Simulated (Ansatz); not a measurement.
# CH9FSi3: one species, many methods

Aim: compute CH9FSi3 with functionals from several rungs and with coupled cluster. The yardstick is the atomisation energy at the CCSD(T) limit.

Program: Ansatz 0.2.0, Gaussian basis. Level of theory: functionals in def2-TZVPP, the program's frozen cores in correlated methods. These are calculated values, not measurements.

Levels to be run: PBE-D4, r2SCAN-D4, PBE0-D4, B3LYP-D4, ωB97X-V, ωB97M-V, B2PLYP; CCSD(T)/def2-TZVPP; MP2/def2-QZVPP; extrapolation to the limit.

## 1. Structure used throughout

An earlier PBE0-D4 in a triple-zeta def2 set relaxation fixed the geometry.

SMILES `C[SiH2][SiH](F)[SiH3]`, 14 atoms, charge 0, spin multiplicity 1.

Atoms are counted from 1 here; the program's logs count them from 0.

Bond lengths: C1–Si2 1.875 Å, C1–H6 1.092 Å, C1–H7 1.092 Å, C1–H8 1.092 Å, Si2–Si3 2.346 Å, Si2–H9 1.492 Å, Si2–H10 1.490 Å, Si3–F4 1.617 Å, Si3–Si5 2.345 Å, Si3–H11 1.492 Å, Si5–H12 1.489 Å, Si5–H13 1.487 Å, Si5–H14 1.488 Å. Angles: Si2–C1–H6 110.5°, Si2–C1–H7 110.7°, Si2–C1–H8 110.8°, H6–C1–H7 108.3°, H6–C1–H8 108.1°, H7–C1–H8 108.3°, C1–Si2–Si3 112.2°, C1–Si2–H9 110.9°, C1–Si2–H10 110.6°, Si3–Si2–H9 106.5°, Si3–Si2–H10 108.9°, H9–Si2–H10 107.5°, Si2–Si3–F4 109.3°, Si2–Si3–Si5 112.6°, Si2–Si3–H11 109.8°, F4–Si3–Si5 109.3°, F4–Si3–H11 106.8°, Si5–Si3–H11 108.9° and more.

## 2. PBE-D4 (GGA)

Contents of in.yaml:

```yaml
crystal:
  periodic: [false, false, false]
  atoms:
    - {symbol: C, position_ang: [-1.315759, 2.370553, 0.013001]}
    - {symbol: Si, position_ang: [0.007362, 1.141355, 0.518115]}
    - {symbol: Si, position_ang: [-0.278260, -0.944292, -0.516693]}
    - {symbol: F, position_ang: [-0.358739, -0.739043, -2.118558]}
    - {symbol: Si, position_ang: [1.452778, -2.444025, -0.014533]}
    - {symbol: H, position_ang: [-1.299008, 2.527989, -1.067447]}
    - {symbol: H, position_ang: [-1.155089, 3.333750, 0.502296]}
    - {symbol: H, position_ang: [-2.307780, 2.006724, 0.288349]}
    - {symbol: H, position_ang: [-0.029595, 0.893039, 1.988644]}
    - {symbol: H, position_ang: [1.362552, 1.663849, 0.185031]}
    - {symbol: H, position_ang: [-1.577469, -1.544801, -0.093813]}
    - {symbol: H, position_ang: [1.470774, -2.649730, 1.460110]}
    - {symbol: H, position_ang: [2.766275, -1.886762, -0.434043]}
    - {symbol: H, position_ang: [1.248957, -3.757905, -0.681560]}
basis:
  gaussian: {orbitals: def2-TZVPP}
hamiltonian: {xc: pbe, dispersion: d4}
output: {forces: true, orbitals: {seedname: orbitals}}
```

Started as:

```bash
$ ansatz run in.yaml --threads 2 --pin off --events-out ev --progress --plain --max-ram 22528MiB --backend cuda --devices 0, --max-vram 18GiB
```

After this run come: r2SCAN-D4 (meta-GGA); PBE0-D4 (hybrid); B3LYP-D4 (hybrid); ωB97X-V (range-separated); ωB97M-V (range-separated); B2PLYP (double hybrid); CCSD(T) in def2-TZVPP; MP2 in def2-QZVPP.

Q: Predict the results of all the runs planned. Wanted: atomisation energy, CCSD(T)/CBS; farthest; mean size of error, hybrid; mean size of error, range-separated; gap, smallest and largest; T1 diagnostic; triples share of the correlation energy.

As calculated:

| quantity | value |
| --- | --- |
| atomisation energy, CCSD(T)/CBS | 4630.2 kJ/mol |
| functionals within 23.2 kJ/mol (0.5 %) | r2SCAN-D4, B3LYP-D4, ωB97M-V |
| farthest | B2PLYP (-74.2 kJ/mol) |
| mean size of error, hybrid | 31.7 kJ/mol |
| mean size of error, range-separated | 18.0 kJ/mol |
| gap, smallest and largest | 4.83 eV (PBE-D4), 11.03 eV (ωB97X-V) |
| T1 diagnostic | 0.0125 |
| triples share of the correlation energy | 3.3 % |

In words: PBE-D4 is off by -23.3 kJ/mol. Double hybrids carry the basis error of their MP2 part in triple zeta, and no dispersion term here, so their miss is partly the set-up's. Misses under about 23.2 kJ/mol are within the doubt on the reference itself, which lacks core-valence correlation, relativity and higher excitations. Hartree-Fock recovers 76 % of the binding; the rest is correlation. Orbital gaps span 4.8 to 11.0 eV; exact exchange widens them.
